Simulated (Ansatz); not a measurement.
# GeH₅ (doublet): B2PLYP, RPA-PBE over a scan of the distance Ge1–H5 along a hydrogen transfer, cc-pVDZ

Aim: run GeH₅ (doublet) with these functionals over a scan of the distance Ge1–H5 along a hydrogen transfer, and hold them against the top wave-function level at the same points.

Method: cc-pVDZ, all electrons in the functionals, frozen cores in the correlation of double hybrids and RPA; program: Ansatz 0.2.0, Gaussian basis.

The runs, in order: B2PLYP, RPA-PBE, at 1.534 Å; 1.627 Å; 1.812 Å; 1.998 Å; 2.183 Å.

### Step 1. The geometry

The geometry derives from fragments relaxed apart (PBE0/def2-TZVP) and kept rigid, so it is no stationary point. A hydrogen atom is moved between rigid fragments. No spin-orbit coupling is included. The filled d shell of Ge may be among the frozen orbitals whatever the setting's name suggests; the logs give the count.

6 atoms, charge 0, spin multiplicity 2.

Atoms are counted from 1 here; the program's logs count them from 0.

Bond lengths: Ge1–H2 1.534 Å, Ge1–H3 1.534 Å, Ge1–H4 1.534 Å, Ge1–H5 1.534 Å. Angles: H2–Ge1–H3 109.5°, H2–Ge1–H4 109.5°, H2–Ge1–H5 109.5°, H3–Ge1–H4 109.5°, H3–Ge1–H5 109.5°, H4–Ge1–H5 109.5°.

No dispersion term is added.

The geometry shown and the zero of energy belong to the point 1.534 Å. The yardstick, RCCSDTQ, and other wave-function levels (R restricted, U unrestricted, valence and pair active spaces) come from earlier runs.

### Step 2. B2PLYP, 1.534 Å

The input, in.yaml:

```yaml
crystal:
  periodic: [false, false, false]
  atoms:
    - {symbol: Ge, position_ang: [-0.037993, 0.000000, 0.000000]}
    - {symbol: H, position_ang: [-0.549442, 1.446599, 0.000000]}
    - {symbol: H, position_ang: [-0.549442, -0.723300, 1.252791]}
    - {symbol: H, position_ang: [-0.549442, -0.723299, -1.252792]}
    - {symbol: H, position_ang: [1.496357, 0.000000, 0.000000]}
    - {symbol: H, position_ang: [2.890007, 0.000000, 0.000000]}
basis:
  gaussian: {orbitals: cc-pVDZ}
magnetization: {spin_polarized: true, initial_magnetization: 1}
hamiltonian: {xc: {name: B2PLYP}}
correlation: {electrons: outside_noble_gas}
```

Command:

```bash
$ ansatz run in.yaml --threads 1 --pin off --events-out ev --progress --plain --max-ram 2816MiB --backend cpu
```

Standard output:

```text
Functional definition: B2PLYP
  name "B2PLYP"
  cite "Grimme, J. Chem. Phys. 124, 034108 (2006) doi:10.1063/1.2148954"
  cite "Becke, Phys. Rev. A 38, 3098 (1988) doi:10.1103/PhysRevA.38.3098"
  cite "Lee, Yang & Parr, Phys. Rev. B 37, 785 (1988) doi:10.1103/PhysRevB.37.785"
  parameter a = 0.53
  parameter c = 0.27
  exchange = (1 - a)*b88_x + a*exact_x
  correlation = (1 - c)*lyp_c + c*(mp2_os + mp2_ss)
543 factors; integrals over basis functions are off by at most 1.8e-3 eV
mean field evaluation 1: about -56582.3357 eV, gradient 4.7e0 eV
mean field evaluation 2: about -56582.3404 eV, gradient 4.7e0 eV
mean field evaluation 4: about -56582.7123 eV, gradient 6.0e-1 eV
mean field evaluation 8: about -56582.7197 eV, gradient 1.2e-2 eV
mean field evaluation 16: about -56582.7197 eV, gradient 1.9e-5 eV
mean field -56582.71974017 eV, -2079.3765973061 hartree, gradient 2.0e-6 eV, S^2 0.755639; 0 other end points of the search recorded, 0 dependent functions left out
14 core orbitals not correlated: weight in the atoms' cores, before any rotation towards them, 0.999 or more for the frozen orbitals, at most 0.001 for the correlated occupied ones
reference -56582.71989674 eV, -2079.3766030603 hartree; 5, 4 occupied and 33, 34 virtual orbitals, 543 factors
second order -3.96420554 eV of doubles, -0.00000000 eV of singles
Total energy: -56583.79023224 eV, -2079.4159371642 hartree
```

Wall time 1.6 s (1 thread of AMD EPYC 7R13, shared host).

From the report: ⟨S²⟩ of the determinant 0.756 (pure doublet: 0.75).

### Step 3. B2PLYP, 1.627 Å

The input, in.yaml:

```yaml
crystal:
  periodic: [false, false, false]
  atoms:
    - {symbol: Ge, position_ang: [-0.039195, 0.000000, 0.000000]}
    - {symbol: H, position_ang: [-0.550645, 1.446599, 0.000000]}
    - {symbol: H, position_ang: [-0.550645, -0.723300, 1.252791]}
    - {symbol: H, position_ang: [-0.550645, -0.723299, -1.252792]}
    - {symbol: H, position_ang: [1.587805, 0.000000, 0.000000]}
    - {symbol: H, position_ang: [2.888805, 0.000000, 0.000000]}
basis:
  gaussian: {orbitals: cc-pVDZ}
magnetization: {spin_polarized: true, initial_magnetization: 1}
hamiltonian: {xc: {name: B2PLYP}}
correlation: {electrons: outside_noble_gas}
```

Same command.

Standard output, cut to the lines that bear on the results:

```text
Functional definition: B2PLYP
  name "B2PLYP"
  cite "Grimme, J. Chem. Phys. 124, 034108 (2006) doi:10.1063/1.2148954"
  cite "Becke, Phys. Rev. A 38, 3098 (1988) doi:10.1103/PhysRevA.38.3098"
  cite "Lee, Yang & Parr, Phys. Rev. B 37, 785 (1988) doi:10.1103/PhysRevB.37.785"
[...]
543 factors; integrals over basis functions are off by at most 1.2e-3 eV
[...]
mean field -56582.72672109 eV, -2079.3768538504 hartree, gradient 4.1e-6 eV, S^2 0.760117; 0 other end points of the search recorded, 0 dependent functions left out
14 core orbitals not correlated: weight in the atoms' cores, before any rotation towards them, 0.999 or more for the frozen orbitals, at most 0.001 for the correlated occupied ones
reference -56582.72687694 eV, -2079.3768595777 hartree; 5, 4 occupied and 33, 34 virtual orbitals, 543 factors
second order -4.02493417 eV of doubles, -0.00000000 eV of singles
Total energy: -56583.81360917 eV, -2079.4167962504 hartree
```

Run time: 1.5 s. Hardware: 1 thread of AMD EPYC 7R13, shared host.

From the report: ⟨S²⟩ of the determinant 0.760 (pure doublet: 0.75).

From 1.534 Å: -2.3 kJ/mol.

### Step 4. B2PLYP, 1.812 Å

The input, in.yaml:

```yaml
crystal:
  periodic: [false, false, false]
  atoms:
    - {symbol: Ge, position_ang: [-0.041595, 0.000000, 0.000000]}
    - {symbol: H, position_ang: [-0.553045, 1.446599, 0.000000]}
    - {symbol: H, position_ang: [-0.553045, -0.723300, 1.252791]}
    - {symbol: H, position_ang: [-0.553045, -0.723299, -1.252792]}
    - {symbol: H, position_ang: [1.770405, 0.000000, 0.000000]}
    - {symbol: H, position_ang: [2.886405, 0.000000, 0.000000]}
basis:
  gaussian: {orbitals: cc-pVDZ}
magnetization: {spin_polarized: true, initial_magnetization: 1}
hamiltonian: {xc: {name: B2PLYP}}
correlation: {electrons: outside_noble_gas}
```

Launched as before.

Standard output, cut to the lines that bear on the results:

```text
Functional definition: B2PLYP
  name "B2PLYP"
  cite "Grimme, J. Chem. Phys. 124, 034108 (2006) doi:10.1063/1.2148954"
  cite "Becke, Phys. Rev. A 38, 3098 (1988) doi:10.1103/PhysRevA.38.3098"
  cite "Lee, Yang & Parr, Phys. Rev. B 37, 785 (1988) doi:10.1103/PhysRevB.37.785"
[...]
541 factors; integrals over basis functions are off by at most 1.3e-3 eV
[...]
mean field -56582.73379258 eV, -2079.3771137229 hartree, gradient 1.9e-6 eV, S^2 0.771013; 0 other end points of the search recorded, 0 dependent functions left out
14 core orbitals not correlated: weight in the atoms' cores, before any rotation towards them, 0.999 or more for the frozen orbitals, at most 0.001 for the correlated occupied ones
reference -56582.73394602 eV, -2079.3771193616 hartree; 5, 4 occupied and 33, 34 virtual orbitals, 541 factors
second order -4.14294126 eV of doubles, -0.00000000 eV of singles
Total energy: -56583.85254016 eV, -2079.4182269380 hartree
```

Run time: 1.3 s. Hardware: 1 thread of AMD EPYC 7R13, shared host.

From the report: ⟨S²⟩ of the determinant 0.771 (pure doublet: 0.75).

From 1.534 Å: -6.0 kJ/mol.

### Step 5. B2PLYP, 1.998 Å

The input, in.yaml:

```yaml
crystal:
  periodic: [false, false, false]
  atoms:
    - {symbol: Ge, position_ang: [-0.044009, 0.000000, 0.000000]}
    - {symbol: H, position_ang: [-0.555459, 1.446599, 0.000000]}
    - {symbol: H, position_ang: [-0.555458, -0.723300, 1.252791]}
    - {symbol: H, position_ang: [-0.555459, -0.723299, -1.252792]}
    - {symbol: H, position_ang: [1.953991, 0.000000, 0.000000]}
    - {symbol: H, position_ang: [2.883991, 0.000000, 0.000000]}
basis:
  gaussian: {orbitals: cc-pVDZ}
magnetization: {spin_polarized: true, initial_magnetization: 1}
hamiltonian: {xc: {name: B2PLYP}}
correlation: {electrons: outside_noble_gas}
```

The command is unchanged.

Standard output, cut to the lines that bear on the results:

```text
Functional definition: B2PLYP
  name "B2PLYP"
  cite "Grimme, J. Chem. Phys. 124, 034108 (2006) doi:10.1063/1.2148954"
  cite "Becke, Phys. Rev. A 38, 3098 (1988) doi:10.1103/PhysRevA.38.3098"
  cite "Lee, Yang & Parr, Phys. Rev. B 37, 785 (1988) doi:10.1103/PhysRevB.37.785"
[...]
541 factors; integrals over basis functions are off by at most 1.1e-3 eV
[...]
mean field -56583.03662072 eV, -2079.3882424517 hartree, gradient 3.7e-6 eV, S^2 0.763188; 0 other end points of the search recorded, 0 dependent functions left out
14 core orbitals not correlated: weight in the atoms' cores, before any rotation towards them, 0.999 or more for the frozen orbitals, at most 0.001 for the correlated occupied ones
reference -56583.03676741 eV, -2079.3882478424 hartree; 5, 4 occupied and 33, 34 virtual orbitals, 541 factors
second order -4.17515733 eV of doubles, -0.00000000 eV of singles
Total energy: -56584.16405989 eV, -2079.4296750769 hartree
```

Wall time 1.7 s (1 thread of AMD EPYC 7R13, shared host).

From the report: ⟨S²⟩ of the determinant 0.763 (pure doublet: 0.75).

From 1.534 Å: -36.1 kJ/mol.

### Step 6. B2PLYP, 2.183 Å

The input, in.yaml:

```yaml
crystal:
  periodic: [false, false, false]
  atoms:
    - {symbol: Ge, position_ang: [-0.046409, 0.000000, 0.000000]}
    - {symbol: H, position_ang: [-0.557859, 1.446599, 0.000000]}
    - {symbol: H, position_ang: [-0.557859, -0.723300, 1.252791]}
    - {symbol: H, position_ang: [-0.557859, -0.723299, -1.252792]}
    - {symbol: H, position_ang: [2.136591, 0.000000, 0.000000]}
    - {symbol: H, position_ang: [2.881591, 0.000000, 0.000000]}
basis:
  gaussian: {orbitals: cc-pVDZ}
magnetization: {spin_polarized: true, initial_magnetization: 1}
hamiltonian: {xc: {name: B2PLYP}}
correlation: {electrons: outside_noble_gas}
```

Same command.

Standard output, cut to the lines that bear on the results:

```text
Functional definition: B2PLYP
  name "B2PLYP"
  cite "Grimme, J. Chem. Phys. 124, 034108 (2006) doi:10.1063/1.2148954"
  cite "Becke, Phys. Rev. A 38, 3098 (1988) doi:10.1103/PhysRevA.38.3098"
  cite "Lee, Yang & Parr, Phys. Rev. B 37, 785 (1988) doi:10.1103/PhysRevB.37.785"
[...]
539 factors; integrals over basis functions are off by at most 1.3e-3 eV
[...]
mean field -56583.29763219 eV, -2079.3978344463 hartree, gradient 2.6e-6 eV, S^2 0.754225; 0 other end points of the search recorded, 0 dependent functions left out
14 core orbitals not correlated: weight in the atoms' cores, before any rotation towards them, 0.999 or more for the frozen orbitals, at most 0.001 for the correlated occupied ones
reference -56583.29777298 eV, -2079.3978396201 hartree; 5, 4 occupied and 33, 34 virtual orbitals, 539 factors
second order -4.08705303 eV of doubles, -0.00000000 eV of singles
Total energy: -56584.40127729 eV, -2079.4383926558 hartree
```

Wall time 1.4 s (1 thread of AMD EPYC 7R13, shared host).

From the report: ⟨S²⟩ of the determinant 0.754 (pure doublet: 0.75).

From 1.534 Å: -59.0 kJ/mol.

### Step 7. RPA-PBE, 1.534 Å

The input, in.yaml:

```yaml
crystal:
  periodic: [false, false, false]
  atoms:
    - {symbol: Ge, position_ang: [-0.037993, 0.000000, 0.000000]}
    - {symbol: H, position_ang: [-0.549442, 1.446599, 0.000000]}
    - {symbol: H, position_ang: [-0.549442, -0.723300, 1.252791]}
    - {symbol: H, position_ang: [-0.549442, -0.723299, -1.252792]}
    - {symbol: H, position_ang: [1.496357, 0.000000, 0.000000]}
    - {symbol: H, position_ang: [2.890007, 0.000000, 0.000000]}
basis:
  gaussian: {orbitals: cc-pVDZ}
magnetization: {spin_polarized: true, initial_magnetization: 1}
hamiltonian: {xc: {name: PBE}}
correlation: {method: rpa, electrons: outside_noble_gas}
```

Launched as before.

Standard output, cut to the lines that bear on the results:

```text
Functional definition: PBE
  name "PBE"
  cite "Perdew, Burke & Ernzerhof, Phys. Rev. Lett. 77, 3865 (1996) doi:10.1103/PhysRevLett.77.3865"
  parent pbe
[...]
543 factors; integrals over basis functions are off by at most 1.8e-3 eV
[...]
mean field -56586.59132604 eV, -2079.5188754628 hartree, gradient 5.8e-6 eV, S^2 0.752563; 0 other end points of the search recorded, 0 dependent functions left out
14 core orbitals not correlated: weight in the atoms' cores, before any rotation towards them, 0.998 or more for the frozen orbitals, at most 0.001 for the correlated occupied ones
reference -56548.04371921 eV, -2078.1022770403 hartree; 5, 4 occupied and 33, 34 virtual orbitals, 543 factors
Total energy: -56555.34765912 eV, -2078.3706918811 hartree
```

Run time: 1.2 s. Hardware: 1 thread of AMD EPYC 7R13, shared host.

From the report: ⟨S²⟩ of the determinant 0.753 (pure doublet: 0.75).

### Step 8. RPA-PBE, 1.627 Å

The input, in.yaml:

```yaml
crystal:
  periodic: [false, false, false]
  atoms:
    - {symbol: Ge, position_ang: [-0.039195, 0.000000, 0.000000]}
    - {symbol: H, position_ang: [-0.550645, 1.446599, 0.000000]}
    - {symbol: H, position_ang: [-0.550645, -0.723300, 1.252791]}
    - {symbol: H, position_ang: [-0.550645, -0.723299, -1.252792]}
    - {symbol: H, position_ang: [1.587805, 0.000000, 0.000000]}
    - {symbol: H, position_ang: [2.888805, 0.000000, 0.000000]}
basis:
  gaussian: {orbitals: cc-pVDZ}
magnetization: {spin_polarized: true, initial_magnetization: 1}
hamiltonian: {xc: {name: PBE}}
correlation: {method: rpa, electrons: outside_noble_gas}
```

Same command.

Standard output, cut to the lines that bear on the results:

```text
Functional definition: PBE
  name "PBE"
  cite "Perdew, Burke & Ernzerhof, Phys. Rev. Lett. 77, 3865 (1996) doi:10.1103/PhysRevLett.77.3865"
  parent pbe
[...]
543 factors; integrals over basis functions are off by at most 1.2e-3 eV
[...]
mean field -56586.66605798 eV, -2079.5216218109 hartree, gradient 2.2e-6 eV, S^2 0.753917; 0 other end points of the search recorded, 0 dependent functions left out
14 core orbitals not correlated: weight in the atoms' cores, before any rotation towards them, 0.998 or more for the frozen orbitals, at most 0.001 for the correlated occupied ones
reference -56547.95837381 eV, -2078.0991406546 hartree; 5, 4 occupied and 33, 34 virtual orbitals, 543 factors
Total energy: -56555.36989527 eV, -2078.3715090446 hartree
```

It took 1.2 s on 1 thread of AMD EPYC 7R13, shared host.

From the report: ⟨S²⟩ of the determinant 0.754 (pure doublet: 0.75).

From 1.534 Å: -2.1 kJ/mol.

### Step 9. RPA-PBE, 1.812 Å

The input, in.yaml:

```yaml
crystal:
  periodic: [false, false, false]
  atoms:
    - {symbol: Ge, position_ang: [-0.041595, 0.000000, 0.000000]}
    - {symbol: H, position_ang: [-0.553045, 1.446599, 0.000000]}
    - {symbol: H, position_ang: [-0.553045, -0.723300, 1.252791]}
    - {symbol: H, position_ang: [-0.553045, -0.723299, -1.252792]}
    - {symbol: H, position_ang: [1.770405, 0.000000, 0.000000]}
    - {symbol: H, position_ang: [2.886405, 0.000000, 0.000000]}
basis:
  gaussian: {orbitals: cc-pVDZ}
magnetization: {spin_polarized: true, initial_magnetization: 1}
hamiltonian: {xc: {name: PBE}}
correlation: {method: rpa, electrons: outside_noble_gas}
```

Launched as before.

Standard output, cut to the lines that bear on the results:

```text
Functional definition: PBE
  name "PBE"
  cite "Perdew, Burke & Ernzerhof, Phys. Rev. Lett. 77, 3865 (1996) doi:10.1103/PhysRevLett.77.3865"
  parent pbe
[...]
541 factors; integrals over basis functions are off by at most 1.3e-3 eV
[...]
mean field -56586.78578345 eV, -2079.5260216408 hartree, gradient 4.2e-6 eV, S^2 0.755916; 0 other end points of the search recorded, 0 dependent functions left out
14 core orbitals not correlated: weight in the atoms' cores, before any rotation towards them, 0.998 or more for the frozen orbitals, at most 0.001 for the correlated occupied ones
reference -56547.83008435 eV, -2078.0944261040 hartree; 5, 4 occupied and 33, 34 virtual orbitals, 541 factors
Total energy: -56555.42719519 eV, -2078.3736147778 hartree
```

Wall time 1.2 s (1 thread of AMD EPYC 7R13, shared host).

From the report: ⟨S²⟩ of the determinant 0.756 (pure doublet: 0.75).

From 1.534 Å: -7.7 kJ/mol.

### Step 10. RPA-PBE, 1.998 Å

The input, in.yaml:

```yaml
crystal:
  periodic: [false, false, false]
  atoms:
    - {symbol: Ge, position_ang: [-0.044009, 0.000000, 0.000000]}
    - {symbol: H, position_ang: [-0.555459, 1.446599, 0.000000]}
    - {symbol: H, position_ang: [-0.555458, -0.723300, 1.252791]}
    - {symbol: H, position_ang: [-0.555459, -0.723299, -1.252792]}
    - {symbol: H, position_ang: [1.953991, 0.000000, 0.000000]}
    - {symbol: H, position_ang: [2.883991, 0.000000, 0.000000]}
basis:
  gaussian: {orbitals: cc-pVDZ}
magnetization: {spin_polarized: true, initial_magnetization: 1}
hamiltonian: {xc: {name: PBE}}
correlation: {method: rpa, electrons: outside_noble_gas}
```

The command is unchanged.

Standard output, cut to the lines that bear on the results:

```text
Functional definition: PBE
  name "PBE"
  cite "Perdew, Burke & Ernzerhof, Phys. Rev. Lett. 77, 3865 (1996) doi:10.1103/PhysRevLett.77.3865"
  parent pbe
[...]
541 factors; integrals over basis functions are off by at most 1.1e-3 eV
[...]
mean field -56587.05893193 eV, -2079.5360596622 hartree, gradient 9.9e-6 eV, S^2 0.753806; 0 other end points of the search recorded, 0 dependent functions left out
14 core orbitals not correlated: weight in the atoms' cores, before any rotation towards them, 0.998 or more for the frozen orbitals, at most 0.001 for the correlated occupied ones
reference -56548.17098438 eV, -2078.1069539488 hartree; 5, 4 occupied and 33, 34 virtual orbitals, 541 factors
Total energy: -56555.76620355 eV, -2078.3860731053 hartree
```

It took 1.4 s on 1 thread of AMD EPYC 7R13, shared host.

From the report: ⟨S²⟩ of the determinant 0.754 (pure doublet: 0.75).

From 1.534 Å: -40.4 kJ/mol.

### Step 11. RPA-PBE, 2.183 Å

The input, in.yaml:

```yaml
crystal:
  periodic: [false, false, false]
  atoms:
    - {symbol: Ge, position_ang: [-0.046409, 0.000000, 0.000000]}
    - {symbol: H, position_ang: [-0.557859, 1.446599, 0.000000]}
    - {symbol: H, position_ang: [-0.557859, -0.723300, 1.252791]}
    - {symbol: H, position_ang: [-0.557859, -0.723299, -1.252792]}
    - {symbol: H, position_ang: [2.136591, 0.000000, 0.000000]}
    - {symbol: H, position_ang: [2.881591, 0.000000, 0.000000]}
basis:
  gaussian: {orbitals: cc-pVDZ}
magnetization: {spin_polarized: true, initial_magnetization: 1}
hamiltonian: {xc: {name: PBE}}
correlation: {method: rpa, electrons: outside_noble_gas}
```

Same command.

Standard output, cut to the lines that bear on the results:

```text
Functional definition: PBE
  name "PBE"
  cite "Perdew, Burke & Ernzerhof, Phys. Rev. Lett. 77, 3865 (1996) doi:10.1103/PhysRevLett.77.3865"
  parent pbe
[...]
539 factors; integrals over basis functions are off by at most 1.3e-3 eV
[...]
mean field -56587.17557142 eV, -2079.5403460846 hartree, gradient 6.5e-6 eV, S^2 0.751906; 0 other end points of the search recorded, 0 dependent functions left out
14 core orbitals not correlated: weight in the atoms' cores, before any rotation towards them, 0.998 or more for the frozen orbitals, at most 0.001 for the correlated occupied ones
reference -56548.57329314 eV, -2078.1217385233 hartree; 5, 4 occupied and 33, 34 virtual orbitals, 539 factors
Total energy: -56556.02162906 eV, -2078.3954598198 hartree
```

It took 1.3 s on 1 thread of AMD EPYC 7R13, shared host.

From the report: ⟨S²⟩ of the determinant 0.752 (pure doublet: 0.75).

From 1.534 Å: -65.0 kJ/mol.

### Step 12. The comparison

The yardstick is RCCSDTQ, where the cluster series has nearly closed. It comes from earlier runs at the same points. Energies in kJ/mol, counted from 1.534 Å; blanks weren't run or aren't comparable.

| level | 1.534 Å | 1.627 Å | 1.812 Å | 1.998 Å | 2.183 Å |
| --- | --- | --- | --- | --- | --- |
| RCCSDTQ | 0.0 | -0.7 | -2.5 | -34.5 | -60.3 |
| B2PLYP | 0.0 | -2.3 | -6.0 | -36.1 | -59.0 |
| RPA-PBE | 0.0 | -2.1 | -7.7 | -40.4 | -65.0 |

Largest miss and mean time a point (RCCSDTQ took 50 s a point; shared hosts):

| level | largest miss (kJ/mol) | where | time a point |
| --- | --- | --- | --- |
| B2PLYP | -3.5 | 1.812 Å | 1.5 s |
| RPA-PBE | -5.9 | 1.998 Å | 1.3 s |

### Step 13. Summary of results

| quantity | value |
| --- | --- |
| span of the RCCSDTQ curve | 60.3 kJ/mol |
| largest miss, B2PLYP | -3.5 kJ/mol (1.812 Å) |
| largest miss, RPA-PBE | -5.9 kJ/mol (1.998 Å) |

**Reading.** Of the functionals, B2PLYP keep the smallest largest miss at the points compared (at most 3.5 kJ/mol) and RPA-PBE strays most (5.9 kJ/mol, at 1.998 Å). Functionals and the yardstick converge differently with the basis, so part of each miss in cc-pVDZ is the basis.
